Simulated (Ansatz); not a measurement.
# SnI2F2: one species, many methods

The task here is to estimate one member of a computed series from the others.

Computed with Ansatz 0.2.0, Gaussian basis. Level: functionals in def2-TZVPP, the program's frozen cores in correlated methods.

The runs, in order: LDA (SPW92), PBE-D4, revPBE-D4, BLYP-D4, r2SCAN-D4, B97M-V, PBE0-D4, B3LYP-D4, r2SCANh-D4, r2SCAN0-D4, HSE06-D4, BHLYP-D4, CAM-B3LYP-D4, LC-ωPBE, ωB97X-V, ωB97M-V, B2PLYP, PBE-QIDH; CCSD(T)/def2-SVP; CCSD(T)/def2-TZVPP; MP2/def2-QZVPP; extrapolation to the limit; RPA on PBE.

1 further run of the same task is left out (for a known fault of the program).

## Structure used throughout

The geometry comes from an earlier relaxation with PBE0-D4 in a triple-zeta def2 set; it is a stationary point. Sn, I take the def2 core potential; no spin-orbit term is included.

SMILES `[F][Sn]([F])([I])[I]`, 5 atoms, charge 0, spin multiplicity 1.

Atoms are counted from 1 here; the program's logs count them from 0.

Bond lengths: F1–Sn2 1.898 Å, Sn2–F3 1.898 Å, Sn2–I4 2.628 Å, Sn2–I5 2.628 Å. Angles: F1–Sn2–F3 103.0°, F1–Sn2–I4 108.9°, F1–Sn2–I5 108.9°, F3–Sn2–I4 108.9°, F3–Sn2–I5 108.9°, I4–Sn2–I5 117.4°.

Set-up of the first run:

Contents of in.yaml:

```yaml
crystal:
  periodic: [false, false, false]
  atoms:
    - {symbol: F, position_ang: [0.166421, -0.456603, 1.879632]}
    - {symbol: Sn, position_ang: [0.057624, -0.059353, 0.026519]}
    - {symbol: F, position_ang: [1.469503, -1.088835, -0.715401]}
    - {symbol: I, position_ang: [-2.230067, -0.959213, -0.902995]}
    - {symbol: I, position_ang: [0.586419, 2.490404, -0.329154]}
basis:
  gaussian: {orbitals: def2-TZVPP}
hamiltonian: {xc: lda}
output: {orbitals: {seedname: orbitals}}
```

Command:

```bash
ansatz run in.yaml --threads 4 --pin off --events-out ev --progress --plain --max-ram 10444MiB
```

Steps of the session up to this table: LDA; PBE-D4 (GGA); revPBE-D4 (GGA); BLYP-D4 (GGA); r2SCAN-D4 (meta-GGA); B97M-V (meta-GGA); PBE0-D4 (hybrid); B3LYP-D4 (hybrid); r2SCANh-D4 (hybrid); r2SCAN0-D4 (hybrid); HSE06-D4 (hybrid); BHLYP-D4 (hybrid); CAM-B3LYP-D4 (range-separated); LC-ωPBE (range-separated); ωB97X-V (range-separated); ωB97M-V (range-separated); B2PLYP (double hybrid); PBE-QIDH (double hybrid).

One table of the session follows, with a row left open; its other results are not shown here.

It belongs to the step «Orbital energies across the functionals». 

| functional | HOMO (eV) | LUMO (eV) | gap (eV) |
| --- | --- | --- | --- |
| LDA (SPW92) | -7.50 | -4.59 | 2.92 |
| PBE-D4 | -7.32 | -4.25 | 3.07 |
| revPBE-D4 | -7.26 | -4.15 | 3.12 |
| BLYP-D4 | -7.13 | -4.18 | 2.95 |
| r2SCAN-D4 | -7.65 | -4.14 | 3.51 |
| B97M-V | -7.61 | -3.94 | 3.68 |
| PBE0-D4 | -8.50 | -3.49 | 5.01 |
| B3LYP-D4 | -8.24 | -3.75 | 4.48 |
| r2SCANh-D4 | -8.08 | -3.86 | 4.22 |
| r2SCAN0-D4 | ? | ? | ? |
| HSE06-D4 | -8.11 | -3.86 | 4.25 |
| BHLYP-D4 | -9.49 | -2.63 | 6.85 |
| CAM-B3LYP-D4 | -9.74 | -2.57 | 7.17 |
| LC-ωPBE | -11.08 | -1.41 | 9.67 |
| ωB97X-V | -10.74 | -1.49 | 9.24 |
| ωB97M-V | -10.60 | -1.60 | 9.01 |

Estimate the missing values for r2SCAN0-D4.

Worked estimate for «HOMO (eV)». Against the share of exact exchange, r2SCAN-D4 (0, -7.65), r2SCANh-D4 (0.1, -8.08) give a slope of -4.30 per unit share; at 0.25 the line stands at -8.72.

**Answer.** HOMO (eV): -8.72; LUMO (eV): -3.44; gap (eV): 5.28. In «HOMO (eV)» the line misses by 0.00.
